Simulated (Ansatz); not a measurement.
# WH+ (septet): from Hartree-Fock to the top rungs, def2-QZVPP

One table from this session's results is given with a row withheld; the runs are named, their logs left out.

Program: Ansatz 0.2.0, Gaussian basis. Level of theory: def2-QZVPP, core rule «outside noble gas», up to 4 orbitals frozen. These are calculated values, not measurements.

Plan: UHF; ROHF; CCSD(T) on UHF.

## The system

The geometry is a PBE0/def2-TZVP stationary point (not a proven minimum) of the parent state, kept for this charge and spin. No spin-orbit coupling is included. Elements past krypton take def2 core potentials.

2 atoms, charge 1, spin multiplicity 7.

Atoms are counted from 1 here; the program's logs count them from 0.

Bond lengths: W1–H2 1.690 Å.

Set-up of the first run:

File in.yaml:

```yaml
crystal:
  periodic: [false, false, false]
  atoms:
    - {symbol: W, position_ang: [0.000000, 0.000000, 0.000000]}
    - {symbol: H, position_ang: [0.000000, 0.000000, 1.689800]}
basis:
  gaussian: {orbitals: "def2-QZVPP.json"}
total_charge: 1
magnetization: {spin_polarized: true, initial_magnetization: 6}
hamiltonian: {xc: hf}
output: {orbitals: {seedname: orbitals}}
```

Command:

```console
$ ansatz run in.yaml --threads 1 --pin off --events-out ev --progress --plain --max-ram 4096MiB --backend cpu
```

Steps of the session up to this table: UHF; ROHF; CCSD(T) on UHF.

One of the session's tables, all rows but one given; the rest of the session is left out.

```
  method  from UCCSD(T) (meV)
    ROHF              +2189.9
     UHF              +2058.5
    UMP2                    ?
   UCCSD                +45.8
UCCSD(T)                    0
```

**Question.** Estimate the row for UMP2.

The run gave: from UCCSD(T) (meV): +283.0. In the column «from UCCSD(T) (meV)» it lies between UCCSD (+45.8) and UHF (+2058.5).
